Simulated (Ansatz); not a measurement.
# MgB (Pm-3m) in Ansatz: settings compared, part 2 of 2

Ansatz 0.2.0. The steps go on from the part before.

**5. Band structure, r2SCAN**

Contents of input.yaml:

```yaml
crystal:
  lattice:
    - [2.89515, 0.0, 0.0]
    - [0.0, 2.89515, 0.0]
    - [0.0, 0.0, 2.89515]
  atoms:
    - { symbol: Mg, position: [0.0, 0.0, 0.0] }
    - { symbol: B, position: [0.5, 0.5, 0.5] }
hamiltonian:
  xc: r2scan
  pseudopotentials: { kind: paw }
kpoints:
  mp_grid: { grid: [9, 9, 9] }
  band_path:
    path:
      - [[0.0, 0.0, 0.0], [0.0, 0.5, 0.0], [0.5, 0.5, 0.0], [0.0, 0.0, 0.0], [0.5, 0.5, 0.5], [0.0, 0.5, 0.0]]
      - [[0.5, 0.5, 0.0], [0.5, 0.5, 0.5]]
    npoints: 14
scf:
  occupations: { method: fermi_dirac, width: 0.05 }
  n_extra_bands: 6
output:
  forces: true
  stress: true
  eigenvalues: true
  fatbands: false
  write_density: true
  write_potential: true
  elf: true
  volumetric_format: npy
```

Potentials or basis: Ansatz PAW.

Started as:

```console
$ ansatz run input.yaml --threads 2 --pin off --max-ram 5632MiB --backend cpu --events-out ev --progress --plain --runs-dir out
```

Output:

```text
Warning: RAYON_NUM_THREADS=2 ignored (pool sized by the plan → 2); use --threads N
scf.n_extra_bands = 6 over 7 filled bands (N_el = 13.0): the run solves 13 bands
Engine: ansatz 0.2.0, x86_64-unknown-linux-gnu
Pseudopotentials: kind: paw
Pseudopotential: Mg, paw, valence charge 10, recommended cutoff 500 eV (meta_gga), Mg.paw.azcp
Pseudopotential: B, paw, valence charge 3, recommended cutoff 500 eV (meta_gga), B.paw.azcp
Functional definition: r2SCAN
  parameter k0 = 0.174
  parameter k1 = 0.065
  parameter a1 = 4.9479
  exchange = r2scan_x(k0 = k0, k1 = k1, a1 = a1)
  correlation = r2scan_c
Crystal: 2 atoms, lattice volume = 24.267 Å³
Basis set: ecut = 500 eV, 619 PW (Γ), exchange–correlation on 96×96×96 points (64 copies of the dense FFT grid, shifted against one another)
Bands: 13, of which v1, the nominal top of the filled ones, is band 7 counted from 1 (6 counted from 0)
Symmetry: 48 space group operations
Space group: Pm-3m (ITA 221), of the structure as read, at distance tolerance 2.9e-5 Å
k-points: 35 of 729
Non-local potential: Mg, projectors of the file, l = 0: 3, l = 1: 2, l = 2: 1
Non-local potential: B, projectors of the file, l = 0: 2, l = 1: 2, l = 2: 1
PAW form: soft (Blöchl's): semilocal exchange-correlation on the pseudo side does not see the compensation charge
PAW frozen core: Mg, regenerated for the run's functional (the file was generated under x = pbe(κ = 0.804, μ = 0.2195149727645171), c = pbe(β = 0.06672455060314922))
PAW frozen core: B, regenerated for the run's functional (the file was generated under x = pbe(κ = 0.804, μ = 0.2195149727645171), c = pbe(β = 0.06672455060314922))
PAW one-centre angular grid: Mg, 302 points (default); XC on 224 Gauss nodes
PAW one-centre angular grid: B, 302 points (default); XC on 160 Gauss nodes
Initial density: superposition of atomic densities (neutral atoms: chi_scale 0, normalization atom), corrected by the library's trained network
Initial wavefunctions: pseudopotential atomic-orbital guess
Functional: x = r2scan, c = r2scan; τ floored in thin density (d = 2e-4 eV/Å³)
SCF iter   1: F=—  HF=-2081.362339 eV  |F-HF|=—  |Δ(HF+E_count)|=         —  Δρ=8.27e-3  dr2=7.65e-3  dr2_τ=3.16e-2  ethr=1.77e-3  ⟨swp⟩=5.7  Hψ=2663  notcnv=0  defer=12
preconditioner: auto → none  [metal: Δε(μ)=0.083 eV  Ē_g=14.460 eV  σ=0.050 eV  W_gap=0.37  n_scr=6 (ndim 8)  ℏωp=16.9 eV  f_vac=0.000  D(μ)=0.82/eV (n_scr^D=6)  sad-step TF]
SCF iter   2: F=—  HF=-2081.387264 eV  |F-HF|=—  |Δ(HF+E_count)|=   2.49e-2  Δρ=3.70e-3  dr2=1.68e-3  dr2_τ=5.53e-5  ethr=5.89e-5  ⟨swp⟩=2.0  Hψ=1127  notcnv=0  defer=63
SCF iter   3: F=—  HF=-2081.387548 eV  |F-HF|=—  |Δ(HF+E_count)|=   2.83e-4  Δρ=8.04e-4  dr2=8.41e-5  dr2_τ=3.63e-6  ethr=1.30e-5  ⟨swp⟩=2.6  Hψ=753  notcnv=0  defer=63
SCF iter   4: F=—  HF=-2081.387621 eV  |F-HF|=—  |Δ(HF+E_count)|=   7.39e-5  Δρ=1.10e-4  dr2=2.09e-6  dr2_τ=6.33e-8  ethr=6.47e-7  ⟨swp⟩=2.0  Hψ=476  notcnv=0  defer=63
SCF iter   5: F=—  HF=-2081.387625 eV  |F-HF|=—  |Δ(HF+E_count)|=   3.85e-6  Δρ=2.46e-5  dr2=1.69e-7  dr2_τ=2.37e-9  ethr=1.61e-8  ⟨swp⟩=2.2  Hψ=505  notcnv=0  defer=63
SCF iter   6: F=—  HF=-2081.387625 eV  |F-HF|=—  |Δ(HF+E_count)|=   8.72e-9  Δρ=3.34e-5  dr2=3.45e-7  dr2_τ=7.05e-9  ethr=7.69e-10  ⟨swp⟩=12.1  Hψ=3095  notcnv=0
SCF iter   7: F=-2081.387625 eV  HF=-2081.387625 eV  |F-HF|=1.41e-11  |Δ(HF+E_count)|=   2.16e-7  Δρ=1.58e-6  dr2=8.01e-10  dr2_τ=1.87e-11  ethr=7.69e-10  ⟨swp⟩=6.2  Hψ=2485  notcnv=0
SCF 1 converged in 7 iterations: F = -2081.387625 eV  dr2 = 8.01e-10
NSCF: frozen V_eff on 86 k-points
SCF converged after 7 iterations
Free energy (F): -2081.387625 eV
Harris-Foulkes:  -2081.387625 eV  (|F-HF|=1.41e-11)
Internal energy: -2081.380782 eV  (E = F + TS)
E sigma→0 (E₀):  -2081.384204 eV
Entropy (-TS):   -0.006843 eV (-3.422 meV/atom)
Fermi energy:    8.586369 eV
--- Per-component energies (eV) ---
  E_band       = -329.632324
  E_kinetic    = 117.833034
  E_local      = -1535.480376  (includes V_loc(G=0)·N_el)
  E_nonlocal   = 108.423388
  E_hartree    = 549.245345
  E_xc         = -57.075519
  E_vxc        = -78.531216  (∫ρ·V_xc dr)
  E_paw        = -375.525270  (= ΣΔE_a)
  E_vpaw       = -44.787211  (= ΣTr[D̂ρ^β])
  E_aug_tail   = -0.000003  (compensation charges beyond the density's cutoff)
  E_vtau       = 4.420117  (kinetic-family band-sum trace: ∫τ·v_τ [+ j·A + Jᵃ·Aᵃ] dr)
  E_ewald      = -888.756732
  E_core_change = -0.044650  (= ΣΔE_core)
  E_smearing   = -0.006843  (= −TS)
  E_closure    = -0.000000  (closes the sum)
  Σ components = -2081.387625   (vs F -2081.387625, Δ=0.00e0)
--- Forces (eV/Å), atoms counted from 1 ---
  atom   1  Mg    -0.00000000    -0.00000000     0.00000000
  atom   2  B      0.00000000    -0.00000000     0.00000000
  max |Σ_I F_I| component: 5.75e-31 eV/Å
--- Stress (GPa, compression-positive) ---
       -0.805589       0.000000       0.000000
        0.000000      -0.805589       0.000000
        0.000000       0.000000      -0.805589
  P = ⅓ Tr σ = -0.8056 GPa (-8.056 kbar)
--- Band table (eV; the first three rows and the last of 35) ---
  k-point 0: bands = ["-69.7780", "-34.8606", "-34.8606", "-34.8606", "-3.0652", "11.1724", "11.1724", "11.1724", "15.7996", "15.7996", "18.2948", "28.0844", "28.0844"]
  k-point 1: bands = ["-69.7775", "-34.8670", "-34.8600", "-34.8600", "-2.8583", "9.6185", "11.2915", "11.2915", "16.0316", "17.0529", "18.8666", "26.9586", "26.9586"]
  k-point 2: bands = ["-69.7764", "-34.8830", "-34.8586", "-34.8586", "-2.2462", "7.0756", "11.6179", "11.6179", "16.7264", "18.1296", "20.7499", "24.8571", "24.8571"]
  k-point 34: bands = ["-69.7668", "-34.8997", "-34.8995", "-34.8995", "5.2528", "6.9876", "6.9876", "7.7774", "13.0658", "13.0658", "13.1056", "20.3944", "30.9425"]
```

Run time: 1.9 s. Hardware: 2 threads of Intel Xeon at 2.70GHz, shared host; peak memory 0.37 GiB.

Results:

```yaml
Free_energy: -2081.3876 eV
Pressure: -0.8 GPa
Band_gap_on_the_k_mesh: none (metal or under the smearing width)
```

Levels at the corners of the path, in eV from the Fermi level:
```
point  band 5  band 6  band 7  band 8  band 9  band 10
    Γ  -11.65    2.59    2.59    2.59    7.21     7.21
    X   -8.42   -6.17    3.83    3.83   11.22    11.43
    M   -5.44   -3.67   -3.67    1.94    5.27    13.77
    Γ  -11.65    2.59    2.59    2.59    7.21     7.21
    R   -2.15   -1.60   -1.60   -1.60    4.18     4.18
    X   -8.42   -6.17    3.83    3.83   11.22    11.43
    M   -5.44   -3.67   -3.67    1.94    5.27    13.77
    R   -2.15   -1.60   -1.60   -1.60    4.18     4.18
```

Caveat: the PAW data sets come from PBE, with cores solved anew for the run's functional, which leaves a small shift of forces and pressure.

**6. Overview**

| task | level | cutoff (eV) | points for each segment of the path | gap on the mesh (eV) | pressure (GPa) |
| --- | --- | --- | --- | --- | --- |
| density of states | PBE | 420 | - | none | 0.2 |
| band structure | RPBE | 420 | 14 | none | 2.8 |
| band structure | BLYP | 420 | 14 | none | 2.6 |
| band structure | r2SCAN | 500 | 14 | none | -0.8 |

Alike in all rows: potentials or basis Ansatz PAW; no spin polarisation; cell as given; k mesh 9 × 9 × 9; smearing fermi-dirac 0.05 eV.

Every run on the cell as given and a fine mesh finds a metal. The pressure there spans -0.8 GPa (r2SCAN) to 2.8 GPa (RPBE); a positive pressure means that this level wants a larger cell, a negative one a smaller.

Caveats: the PAW data sets come from PBE, with cores solved anew for the run's functional, which leaves a small shift of forces and pressure (some runs).

Absolute energies hang on the potentials; compare differences alone.
